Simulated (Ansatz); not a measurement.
The system is BiTe.

```
Bi Te
1.0
     0.00000    3.23500    3.23500
     3.23500    0.00000    3.23500
     3.23500    3.23500    0.00000
Bi Te
1 1
Direct
  0.00000 0.00000 0.00000
  0.50000 0.50000 0.50000
```

* Program: Ansatz 0.2.0
* Task: relaxation of cell and atoms
* Functional: PBEsol
* Potentials or basis: Ansatz PAW
* Cutoff: 420 eV (not typed: the program's choice for these potentials)
* k mesh: 7 × 7 × 7
* Occupations: fermi-dirac, width 0.05 eV
* Spin: no spin polarisation

At the start: volume 33.86 Å³/atom.

**Question.** Where does the relaxation end?

**Answer.** It ends after 4 steps and the volume is 32.84 Å³/atom (-3.0 %); space group Fm-3m (No. 225, to 0.05 Å).

The path:
| step | energy change (eV) | largest force (eV/Å) | volume (Å³) |
| --- | --- | --- | --- |
| 1 | 0.0000 | 0.0000 | 67.71 |
| 2 | -0.0083 | 0.0000 | 64.62 |
| 3 | -0.0107 | 0.0000 | 65.68 |
| 4 | -0.0104 | 0.0000 | 65.68 |

Final structure:
```yaml
crystal:
  lattice:
    - [0.00000, 3.20232, 3.20232]
    - [3.20232, 0.00000, 3.20232]
    - [3.20232, 3.20232, 0.00000]
  atoms:
    - { symbol: Bi, position: [0.00000, 0.00000, 0.00000] }
    - { symbol: Te, position: [0.50000, 0.50000, 0.50000] }
```

Caveat: the plane-wave basis is chosen anew once the cell has moved, so the energies of steps on either side of that aren't comparable; the PAW data sets come from PBE, with cores solved anew for the run's functional, which leaves a small shift of forces and pressure.
